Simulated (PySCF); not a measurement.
# BiCl2 (Bi(Cl)2+): the cost of one run

Computed with PySCF 2.14.0. Level: several levels, as the steps say, no spin–orbit coupling.

1 further run of the same task is left out (for a known fault of the program).

## (1) The system as given

3 atoms, charge 1, spin multiplicity 1.

Bond lengths: Bi1–Cl2 2.383 Å, Bi1–Cl3 2.383 Å. Angles: Cl2–Bi1–Cl3 99.7°.

As a file:

```xyz
3
charge 1, multiplicity 1
Bi    0.00000    0.00000   -0.60392
Cl    1.82178    0.00000    0.93239
Cl   -1.82178    0.00000    0.93239
```

Formal oxidation states: Bi +3. An earlier session relaxed this geometry at PBE0, Bi def2-SVP with ECP60, Cl def2-SVP (singlet, point group C2v).

At PBE0 on the finer grid: E = -1134.210303 Eh, HOMO -14.56 eV, LUMO -10.21 eV, Mulliken charge on Bi1 +1.21 e, largest force component 0.017 eV/Å. 

Levels to run: M06-L; CAM-B3LYP; PBE0, TZVP. Hardware: 2 threads of AMD EPYC 7R43 (Zen 3), shared host.

## (2) M06-L

File run.py (the lines that set the calculation):

```python
mol = gto.M(atom='''
Bi     0.00000     0.00000    -0.60392
Cl     1.82178     0.00000     0.93239
Cl    -1.82178     0.00000     0.93239''',
    basis={'Bi': 'def2-SVP', 'Cl': 'def2-SVP'},
    ecp={'Bi': 'def2-SVP'},
    charge=1, spin=0)
mf = dft.RKS(mol, xc='M06L')
mf.grids.atom_grid = (75, 302)
mf = mf.density_fit()  # fitting sets: Bi def2-universal-JKFIT, Cl def2-universal-JKFIT
mf.conv_tol = 1e-08; mf.max_cycle = 55
mf.kernel(dm0)  # dm0: the density of the relaxed state
```

Run with:

```
$ OMP_NUM_THREADS=2 python run.py
```

**Question.** How long does this run take on 2 threads of AMD EPYC 7R43 (Zen 3), shared host?

About 2.7 s.
